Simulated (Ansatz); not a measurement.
# ZrH3S3Cl: small, medium and large basis sets

Aim: see how fast density functionals converge with the basis set for ZrH3S3Cl.

Computed with Ansatz 0.2.0, Gaussian basis. Level: one geometry, several basis sets.

The runs, in order: PBE0-D4/def2-SVP; ωB97M-V/def2-SVP; PBE0-D4/def2-QZVPP; ωB97M-V/def2-QZVPP; the functionals' def2-TZVPP values are taken from earlier runs.

## Step 1: Structure used throughout

All runs share one geometry, relaxed beforehand with PBE0-D4/def2-TZVP. Zr takes the def2 core potential; no spin-orbit term is included.

SMILES `[SH][Zr]([SH])([SH])[Cl]`, 8 atoms, charge 0, spin multiplicity 1.

Atoms are counted from 1 here; the program's logs count them from 0.

Bond lengths: S1–Zr2 2.419 Å, S1–H6 1.350 Å, Zr2–S3 2.426 Å, Zr2–S4 2.417 Å, Zr2–Cl5 2.330 Å, S3–H7 1.349 Å, S4–H8 1.349 Å. Angles: Zr2–S1–H6 90.0°, S1–Zr2–S3 108.1°, S1–Zr2–S4 104.7°, S1–Zr2–Cl5 111.7°, S3–Zr2–S4 109.2°, S3–Zr2–Cl5 110.7°, S4–Zr2–Cl5 112.1°, Zr2–S3–H7 89.5°, Zr2–S4–H8 89.8°.

Geometry (Å):

```
S     0.13155    1.32892    1.74738
Zr   -0.42918   -0.35014    0.09938
S     0.12096    0.53297   -2.09192
S     1.03005   -2.21168    0.59651
Cl   -2.67897   -0.94690    0.20729
H    -0.94376    2.05541    1.37376
H     0.93422    1.43807   -1.51050
H     1.83514   -1.84666   -0.42190
```

## Step 2: PBE0-D4 in def2-SVP

File in.yaml:

```yaml
crystal:
  periodic: [false, false, false]
  atoms:
    - {symbol: S, position_ang: [0.131551, 1.328917, 1.747383]}
    - {symbol: Zr, position_ang: [-0.429182, -0.350141, 0.099382]}
    - {symbol: S, position_ang: [0.120957, 0.532972, -2.091925]}
    - {symbol: S, position_ang: [1.030051, -2.211680, 0.596511]}
    - {symbol: Cl, position_ang: [-2.678971, -0.946904, 0.207289]}
    - {symbol: H, position_ang: [-0.943763, 2.055409, 1.373764]}
    - {symbol: H, position_ang: [0.934220, 1.438066, -1.510505]}
    - {symbol: H, position_ang: [1.835138, -1.846660, -0.421899]}
basis:
  gaussian: {orbitals: def2-SVP}
hamiltonian: {xc: pbe0, dispersion: d4}
output: {orbitals: {seedname: orbitals}}
```

Command:

```sh
ansatz run in.yaml --threads 2 --pin off --events-out ev --progress --plain --max-ram 32768MiB --backend cpu
```

The runs that follow: ωB97M-V in def2-SVP; PBE0-D4 in def2-QZVPP; ωB97M-V in def2-QZVPP.

Before running them: what should the planned runs give, taken together? Wanted: PBE0-D4: double and triple zeta above quadruple; ωB97M-V: double and triple zeta above quadruple.

As calculated:

| quantity | value |
| --- | --- |
| PBE0-D4: double and triple zeta above quadruple | 17.29, 1.42 eV |
| ωB97M-V: double and triple zeta above quadruple | 17.08, 1.35 eV |

In words: For PBE0-D4 the step from double to triple zeta gains 15.87 eV and the next only 1.42 eV. These are total energies; as a rule much of such shifts cancels in differences, which this series doesn't test.
